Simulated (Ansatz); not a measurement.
# TeH₂N radical: an energy map over bond length N1–Te2 and bond length N1–H4

How does the energy of H₂NTe, SMILES N[Te], spin multiplicity 2 change over two coordinates at once? A grid of runs gives the map.

Computed with Ansatz 0.2.0. Level: UKS PBE-D4/def2-TZVP.

### 1 Where the work starts

SMILES `N[Te]`, 4 atoms, charge 0, spin multiplicity 2.

Atoms are counted from 1 here; the program's logs count them from 0.

Bond lengths: N1–Te2 2.024 Å, N1–H3 1.024 Å, N1–H4 1.024 Å. Angles: Te2–N1–H3 118.8°, Te2–N1–H4 118.8°, H3–N1–H4 113.7°.

As a file:

```xyz
4
H2NTe
N    -0.26508    0.11860   -0.02273
Te    1.54619   -0.09374    0.85551
H    -0.95846   -0.62574    0.09095
H    -0.32266    0.60090   -0.92373
```

### 3 Setting up the map

- bond length N1–Te2: 15 values from 1.720 to 2.800 Å
- bond length N1–H4: 15 values from 0.833 to 1.524 Å

Nothing else is relaxed (all other coordinates rigid). Energies count from the relaxed molecule at the same level.

(The set-up runs are not shown.)

### 4 Point bond length N1–Te2 = 2.029 Å, bond length N1–H4 = 1.030 Å

Contents of input.yaml:

```yaml
crystal:
  periodic: [false, false, false]
  atoms:
    - { symbol: "N", position_ang: [-0.263675, 0.119973, -0.020184] }
    - { symbol: Te, position_ang: [1.553136, -0.096168, 0.856927] }
    - { symbol: H, position_ang: [-0.94766, -0.622627, 0.091758] }
    - { symbol: H, position_ang: [-0.316872, 0.602437, -0.928643] }
magnetization:
  spin_polarized: true
  initial_magnetization: 1
basis:
  gaussian: { orbitals: def2-TZVP }
hamiltonian:
  xc: pbe
  dispersion: d4
output:
  forces: true
```

On the command line:

```
> ansatz run input.yaml --threads 1 --pin off --max-ram 2560MiB --backend cpu --events-out ev --progress --plain --runs-dir out
```

The session goes on with these runs: all other points of the grid.

Before running it: what results should come out? Wanted: lowest point; highest computed point; ⟨S²⟩.

As calculated:

| quantity | value |
| --- | --- |
| lowest point | bond length N1–Te2 = 2.029 Å, bond length N1–H4 = 1.030 Å, 0.29 kcal/mol |
| highest computed point | bond length N1–Te2 = 2.800 Å, bond length N1–H4 = 1.524 Å, 99 kcal/mol above the lowest |
| ⟨S²⟩ (ħ²) | 0.75 at bond length N1–Te2 = 1.720 Å, bond length N1–H4 = 0.833 Å to 1.06 at bond length N1–Te2 = 2.800 Å, bond length N1–H4 = 1.524 Å; 0.75 at the lowest point |
| time for the whole task | 13 min on 1 thread, shared host |

What this shows: The lowest computed point is at bond length N1–Te2 = 2.029 Å, bond length N1–H4 = 1.030 Å, 0.29 kcal/mol from the relaxed molecule at the same level. It is the only kind of minimum in the scanned range. The highest computed point, bond length N1–Te2 = 2.800 Å, bond length N1–H4 = 1.524 Å, lies 99 kcal/mol above the lowest. Round the minimum the two coordinates are nearly uncoupled.
